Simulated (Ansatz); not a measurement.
# CH₅GeNOS: one species, many methods

One table from this session's results is given with a row withheld; the runs are named, their logs left out.

The runs use Ansatz 0.2.0, Gaussian basis; functionals in def2-TZVPP, the program's frozen cores in correlated methods.

Levels to be run: PBE-D4, r2SCAN-D4, PBE0-D4, B3LYP-D4, ωB97X-V, ωB97M-V, B2PLYP; CCSD(T)/def2-TZVPP; MP2/def2-QZVPP; extrapolation to the limit.

## The geometry

The geometry comes from an earlier relaxation with PBE0-D4 in a triple-zeta def2 set; it is a stationary point, not always the lowest conformer.

SMILES `O[C]1(S)[NH][GeH2]1`, 10 atoms, charge 0, spin multiplicity 1.

Atoms are counted from 1 here; the program's logs count them from 0.

Bond lengths: O1–C2 1.385 Å, O1–H6 0.967 Å, C2–S3 1.800 Å, C2–N4 1.451 Å, C2–Ge5 1.937 Å, S3–H7 1.344 Å, N4–Ge5 1.889 Å, N4–H8 1.015 Å, Ge5–H9 1.524 Å, Ge5–H10 1.526 Å. Angles: C2–O1–H6 107.3°, O1–C2–S3 114.0°, O1–C2–N4 117.7°, O1–C2–Ge5 116.3°, S3–C2–N4 110.1°, S3–C2–Ge5 123.5°, N4–C2–Ge5 66.0°, C2–S3–H7 95.7°, C2–N4–Ge5 69.5°, C2–N4–H8 110.8°, Ge5–N4–H8 116.4°, C2–Ge5–N4 44.5°, C2–Ge5–H9 123.7°, C2–Ge5–H10 117.7°, N4–Ge5–H9 112.8°, N4–Ge5–H10 115.6°, H9–Ge5–H10 118.0°.

Set-up of the first run:

The input, in.yaml:

```yaml
crystal:
  periodic: [false, false, false]
  atoms:
    - {symbol: O, position_ang: [-1.328400, -0.089112, 0.868791]}
    - {symbol: C, position_ang: [-0.294356, 0.279371, 0.024704]}
    - {symbol: S, position_ang: [-0.256241, 2.037150, -0.361186]}
    - {symbol: N, position_ang: [-0.097021, -0.500957, -1.182253]}
    - {symbol: Ge, position_ang: [1.283756, -0.842632, 0.060669]}
    - {symbol: H, position_ang: [-2.115108, 0.398670, 0.589656]}
    - {symbol: H, position_ang: [-0.139651, 2.451847, 0.911995]}
    - {symbol: H, position_ang: [-0.811932, -1.215703, -1.270277]}
    - {symbol: H, position_ang: [2.651706, -0.395530, -0.439681]}
    - {symbol: H, position_ang: [1.190449, -2.174302, 0.800484]}
basis:
  gaussian: {orbitals: def2-TZVPP}
hamiltonian: {xc: pbe, dispersion: d4}
output: {forces: true, orbitals: {seedname: orbitals}}
```

Command:

```
ansatz run in.yaml --threads 4 --pin off --events-out ev --progress --plain --max-ram 10444MiB
```

Among the steps run: PBE-D4 (GGA); r2SCAN-D4 (meta-GGA); PBE0-D4 (hybrid); B3LYP-D4 (hybrid); ωB97X-V (range-separated); ωB97M-V (range-separated); B2PLYP (double hybrid); CCSD(T) in def2-TZVPP; MP2 in def2-QZVPP.

One table of the session follows, with a row left open; its other results are not shown here.

It belongs to the step «Atomisation energies». 

```
            method  atomisation energy (kJ/mol)
            PBE-D4                       3332.5
         r2SCAN-D4                       3231.2
           PBE0-D4                       3224.8
          B3LYP-D4                       3203.2
           ωB97X-V                       3242.3
           ωB97M-V                       3227.9
            B2PLYP                       3164.5
     HF/def2-TZVPP                            ?
    MP2/def2-TZVPP                       3190.2
   CCSD/def2-TZVPP                       3039.3
CCSD(T)/def2-TZVPP                       3118.9
           MP2/CBS                       3303.1
       CCSD(T)/CBS                       3231.8
```

Estimate the missing values for HF/def2-TZVPP.

As computed: atomisation energy (kJ/mol): 2002.5. In the column «atomisation energy (kJ/mol)» it is the lowest.

Limits of these values: Free atoms (1 O, 1 C, 1 S, 1 N, 1 Ge, 5 H) were run apart at each level; the atomisation energy is their sum less the molecule, without zero-point or spin-orbit terms.
